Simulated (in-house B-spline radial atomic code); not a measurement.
# Re²⁺: excited configurations

How much energy does it take to promote electrons of Re²⁺ to other shells? Each configuration is solved by itself and compared with the reference.

The numbers are computed with in-house B-spline radial atomic code version 1 (scalar-relativistic (spin-free one-electron X2C) RPBE, spin-polarised, spherical fractional occupations, Fermi nucleus, basis-set limit), except any that are marked as measured or tabulated.

## Step 1: Starting point

- element: rhenium (Z = 75)
- charge: +2
- electrons: 73
- configuration: [Xe] 4f14 5d5
- Hamiltonian: scalar-relativistic (X2C)
- nucleus: Fermi, rms radius 5.370 fm

Outer shells as boxes (Hund's rule):

[Xe] 4f14 5d5
```
[Xe] core
4f [↑↓][↑↓][↑↓][↑↓][↑↓][↑↓][↑↓]
5d [↑ ][↑ ][↑ ][↑ ][↑ ]
```

Where spins are not typed, each open shell is filled with up spins first.

Input settings:

```ini
Z = 75
electrons = 73.0
configuration = [Xe] 4f14 5d5
hamiltonian = x2c
method = rpbe,pbe
spin_polarised = True
nucleus = fermi
rms_radius = 5.3698
mass_number = 187
atomic_mass = 186.955752217
speed_of_light = 137.035999084
```

The reference is known from an earlier run: -16693.458603 hartree in all. Up to eight levels, counted from the top:

```csv
orbital,occupation,energy (eV),<r> (bohr)
4d down,5,-270.66,0.5001
5s up,1,-102.08,1.042
5s down,1,-99.843,1.032
5p up,3,-64.695,1.212
5p down,3,-61.698,1.198
4f up,7,-58.590,0.5831
4f down,7,-58.117,0.5782
5d up,5,-22.603,1.768
```

## Step 2: Configuration [Kr] 4d9 4f14 5s2 5p6 5d5 6s1

Input settings:

```ini
Z = 75
electrons = 73.0
configuration = [Kr] 4d9 4f14 5s2 5p6 5d5 6s1
hamiltonian = x2c
method = rpbe,pbe
spin_polarised = True
nucleus = fermi
rms_radius = 5.3698
mass_number = 187
atomic_mass = 186.955752217
speed_of_light = 137.035999084
```

## Step 3: Run with [Kr] 4d9 4f14 5s2 5p6 5d6

Changes to the settings of step 2:

```diff
@@ -2,3 +2,3 @@
 electrons = 73.0
-configuration = [Kr] 4d9 4f14 5s2 5p6 5d5 6s1
+configuration = [Kr] 4d9 4f14 5s2 5p6 5d6
 hamiltonian = x2c
```

## Step 4: Configuration [Xe] 4f13 5d5 6s1

Changes to the settings of step 3:

```diff
@@ -2,3 +2,3 @@
 electrons = 73.0
-configuration = [Kr] 4d9 4f14 5s2 5p6 5d6
+configuration = [Xe] 4f13 5d5 6s1
 hamiltonian = x2c
```

## Step 5: Run with [Kr] 4d9 4f14 5s2 5p6 5d5 5f1

Changes to the settings of step 4:

```diff
@@ -2,3 +2,3 @@
 electrons = 73.0
-configuration = [Xe] 4f13 5d5 6s1
+configuration = [Kr] 4d9 4f14 5s2 5p6 5d5 5f1
 hamiltonian = x2c
```

## Step 6: Run with 1s2 2s2 2p6 3s2 3p6 3d10 4s2 4p6 4d10 4f6,7 5s2 5p6 5d3,2 6s0,1

In configurations, two counts after a shell (as in p1,2) give the electrons with spin up and with spin down.

Changes to the settings of step 5:

```diff
@@ -2,3 +2,3 @@
 electrons = 73.0
-configuration = [Kr] 4d9 4f14 5s2 5p6 5d5 5f1
+configuration = 1s2 2s2 2p6 3s2 3p6 3d10 4s2 4p6 4d10 4f6,7 5s2 5p6 5d3,2 6s0,1
 hamiltonian = x2c
```

## Step 7: 1s2 2s2 2p6 3s2 3p6 3d10 4s2 4p6 4d10 4f14 5s2 5p3,2 5d5,1

Changes to the settings of step 6:

```diff
@@ -2,3 +2,3 @@
 electrons = 73.0
-configuration = 1s2 2s2 2p6 3s2 3p6 3d10 4s2 4p6 4d10 4f6,7 5s2 5p6 5d3,2 6s0,1
+configuration = 1s2 2s2 2p6 3s2 3p6 3d10 4s2 4p6 4d10 4f14 5s2 5p3,2 5d5,1
 hamiltonian = x2c
```

How far above the reference does each configuration lie (order and size, in eV)?

As calculated:

| net move | configuration | 2|M_S|+1 | energy above the reference (eV) | largest <r> (bohr) |
| --- | --- | --- | --- | --- |
| 4f → 6s | [Xe] 4f13 5d5 6s1 | 8 | 42.674 | 2.56 |
| 5p → 5d, spins typed | 1s2 2s2 2p6 3s2 3p6 3d10 4s2 4p6 4d10 4f14 5s2 5p3,2 5d5,1 | 6 | 42.980 | 1.78 |
| 4f → 6s, spins typed | 1s2 2s2 2p6 3s2 3p6 3d10 4s2 4p6 4d10 4f6,7 5s2 5p6 5d3,2 6s0,1 | 2 | 48.777 | 2.61 |
| 4d → 6s | [Kr] 4d9 4f14 5s2 5p6 5d5 6s1 | 8 | 256.16 | 2.56 |
| 4d → 5d | [Kr] 4d9 4f14 5s2 5p6 5d6 | 6 | 256.29 | 1.73 |
| 4d → 5f | [Kr] 4d9 4f14 5s2 5p6 5d5 5f1 | 8 | 274.37 | 5.15 |

At the bottom stands 4f → 6s (42.674 eV), at the top 4d → 5f (274.37 eV). 6 of them lie more than 60 % above minus the reference's highest level (22.603 eV), in the range where a state can decay by emitting an electron. The reference has 2|M_S|+1 = 6; 4 of the configurations differ from it in spin. These are spherical averages at the typed spins, not spectroscopic levels.
